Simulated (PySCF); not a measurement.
# Ge6H6 (Ge6H6 prismane): the cost of one run

Computed with PySCF 2.14.0, with density-fitted response routines of our own, on a single molecule in the gas phase. Atoms are numbered from 0 throughout.

1 further run of the same task is left out (it didn't finish).

### 1 The molecule as given

12 atoms, charge 0, multiplicity 1; geometry from: GFN1-xTB. The atoms were then displaced at random by about 0.03 Å, so the start is not that level's minimum.

Bonds of the start (Å): Ge0–H1 1.57, Ge0–Ge2 2.46, Ge0–Ge4 2.51, Ge0–Ge8 2.34, Ge2–H3 1.59, Ge2–Ge4 2.44, Ge2–Ge10 2.45, Ge4–H5 1.54, Ge4–Ge6 2.44, Ge6–H7 1.49, Ge6–Ge8 2.43, Ge6–Ge10 2.45, Ge8–H9 1.55, Ge8–Ge10 2.45, Ge10–H11 1.53.

### 2 Relaxing the molecule at PBE0-D3(BJ)/def2-SVP

Job settings and geometry (Å):

```
{"job": {"xc": "PBE0", "basis": "def2-SVP", "d3": "d3bj", "grid": 1, "maxiter": 40, "shake": 0.03, "kind": "geom"}, "charge": 0, "multiplicity": 1}
Ge     0.830430     1.420850    -0.813340
H      0.926180     2.615390    -1.823520
Ge    -0.083030     1.140750     1.457160
H      0.549500     2.218590     2.441060
Ge    -1.596630     0.890160    -0.438170
H     -2.929630     1.613190    -0.187640
Ge    -0.994540    -1.469270    -0.575860
H     -1.858200    -2.674760    -0.494060
Ge     1.326540    -0.858690    -0.933040
H      1.949620    -1.670110    -2.093160
Ge     0.508830    -1.233630     1.342200
H      1.486390    -2.075230     2.169360
```

The run is started by

```console
$ OMP_NUM_THREADS=2 python probes_run.py task.json out
```

One launch serves the whole session: the jobs run in the order shown.

Q: Estimate the wall time and peak memory of this first job on 2 threads of Intel Xeon 6975P-C, shared host.

About 4.4 min, with a peak of 2.3 GiB.
